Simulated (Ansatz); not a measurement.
Working through an equation of state with a fit of ZrRh3, space group Pm-3m

With the Python package of Ansatz (0.2.0).

At the Python prompt:
```pycon
>>> import warnings
>>> import ansatz as az
>>> import numpy as np
>>> from pymatgen.analysis.eos import EOS
>>> VECTORS = np.array([
...     [3.927, 0.0, 0.0],
...     [0.0, 3.927, 0.0],
...     [0.0, 0.0, 3.927],
... ])
>>> SITES = [
...     ("Zr", (0.0, 0.0, 0.0)),
...     ("Rh", (0.0, 0.5, 0.5)),
...     ("Rh", (0.5, 0.0, 0.5)),
...     ("Rh", (0.5, 0.5, 0.0)),
... ]
>>> def make_crystal(cell):
...     crystal = az.Crystal(lattice=az.Lattice.of(cell))
...     for symbol, position in SITES:
...         crystal = crystal.atom(symbol, position)
...     return crystal
...
>>> warnings.simplefilter("ignore", az.DeckWarning)
>>> # scale the volume, keep shape and fractions
>>> volumes, energies, pressures = [], [], []
>>> for scale in np.linspace(0.95, 1.07, 5):
...     cell = VECTORS * scale ** (1 / 3)
...     setup = (
...         make_crystal(cell).calculation()
...         .functional("pbesol")
...         .basis(450)
...         .occupations("Methfessel-Paxton")
...         .kpoints(6, 6, 6)
...         .stress()
...     )
...     r = setup.run().report
...     volumes.append(abs(np.linalg.det(cell)) / len(SITES))
...     energies.append(r["free_energy_ev"] / len(SITES))
...     pressures.append(np.trace(r["stress_gpa"]) / 3)
...     print(f"V = {volumes[-1]:8.4f} A^3/atom  F = {energies[-1]:.5f} eV/atom  P = {pressures[-1]:8.3f} GPa")
...
V =  14.3829 A^3/atom  F = -5786.90156 eV/atom  P =    8.631 GPa
V =  14.8371 A^3/atom  F = -5786.91430 eV/atom  P =    0.586 GPa
V =  15.2913 A^3/atom  F = -5786.90608 eV/atom  P =   -6.181 GPa
V =  15.7455 A^3/atom  F = -5786.88027 eV/atom  P =  -11.865 GPa
V =  16.1997 A^3/atom  F = -5786.83967 eV/atom  P =  -16.631 GPa
>>> for form in ["birch_murnaghan", "pourier_tarantola", "murnaghan"]:
...     fit = EOS(eos_name=form).fit(volumes, energies)
...     print(f"{form:18s} V0 {fit.v0:8.4f} A^3/atom  B0 {fit.b0_GPa:7.1f} GPa  B1 {fit.b1:5.2f}")
...
birch_murnaghan    V0  14.8732 A^3/atom  B0   238.1 GPa  B1  4.72
pourier_tarantola  V0  14.8737 A^3/atom  B0   238.0 GPa  B1  4.57
murnaghan          V0  14.8728 A^3/atom  B0   238.1 GPa  B1  4.86
```

A third-order Birch-Murnaghan fit through the 5 points has its minimum at 14.87 Å³ an atom, 1.8 % below the typed cell, with a bulk modulus of 238 GPa and dB/dP = 4.7. From that minimum the energy rises by 12.8 meV an atom on the compressed side and 74.7 meV on the expanded side.

Reading the output:
- Absolute energies stand on the zero of these potentials, so only differences at equal settings mean something.
- No spin polarisation was allowed.
- For a metal this k-point mesh is coarse: on a finer one energies can move by several to tens of meV an atom and pressures by half a GPa or more, differences at one mesh by less.
- Pressure is positive in compression.
- The structure is a deposited one; some such entries were measured under pressure or heat, so a shift against it needn't be the functional's error alone.
- Timing: 12 s on 1 thread of Arm Neoverse V2, on a shared host, peak memory 0.51 GiB.
